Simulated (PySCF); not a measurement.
**ScOCl: singlet, from a bent start**

Aim: relax ScOCl as a singlet from a bent start, check by its vibrations whether the end is a minimum, and collect its spectrum and constants.

Computed with PySCF 2.14.0. Level: PBE0, basis Sc def2-TZVP, O def2-TZVP, Cl def2-TZVP, no relativity, density fitting.

## (1) The system as given

3 atoms, charge 0, spin multiplicity 1.

Bond lengths: Sc1–O2 1.730 Å, Sc1–Cl3 2.470 Å. Angles: O2–Sc1–Cl3 110.0°.

```xyz
3
charge 0 multiplicity 1
Sc   -0.5013    0.0000   -0.6819
O    -1.9184    0.0000    0.3104
Cl    1.5220    0.0000    0.7348
```

## (2) Relaxation: bent start, singlet

The steps below are one call of a driver around PySCF. For each, scf.py gives the equivalent set-up of the SCF; relaxations use the driver's own optimiser. Before each start the driver seeks the lowest SCF state from one or more starting densities and follows internal instabilities, so scf.py alone need not reach the same state.

The program finds Cs symmetry in the start, which this walk keeps. Threshold on the gradient: 0.0003 Eh/bohr, with a further test on the energy change.

The input, scf.py:

```python
from pyscf import gto, scf, dft
mol = gto.M(atom='''
Sc    -0.501316     0.000000    -0.681947
O     -1.918416     0.000000     0.310353
Cl     1.521984     0.000000     0.734753''',
    basis={'Sc': 'def2-TZVP', 'O': 'def2-TZVP', 'Cl': 'def2-TZVP'},
    charge=0, spin=0)
mf = dft.RKS(mol, xc='PBE0')
mf.grids.atom_grid = (50, 194)
aux = {'Sc': 'def2-universal-JKFIT', 'O': 'def2-universal-JKFIT', 'Cl': 'def2-universal-JKFIT'}
mf = mf.density_fit(auxbasis=aux)
mf.kernel()
```

After this run come: Is it a minimum? Harmonic modes.

Before running it: what results should come out? Wanted: minimum; geometry; wavenumbers; dipole moment; highest occupied, lowest empty level; polar-tensor charge of Sc1; zero-point energy; atomisation energy.

The runs gave:

| quantity | value |
| --- | --- |
| minimum | singlet, Cs |
| geometry | Sc–Cl 2.358 Å, Sc–O 1.659 Å; Cl–Sc–O 126.4° |
| wavenumbers (cm⁻¹) | 134 (a'), 393 (a'), 1006 (a') |
| dipole moment | 6.05 D |
| highest occupied, lowest empty level | -7.76, -2.41 eV |
| polar-tensor charge of Sc1 | +1.85 e |
| zero-point energy | 9.2 kJ/mol |
| entropy at 298.15 K | 285.3 J/(mol K) |
| atomisation energy (no zero-point energy) | 1129 kJ/mol |

In words: The bent start keeps its Cs symmetry and ends in a minimum. The strongest infrared band lies at 1006 cm⁻¹ (a', stretch). With 6.1 D the molecule is strongly polar. Only this shape and spin were tried, so other structures or states may lie lower.
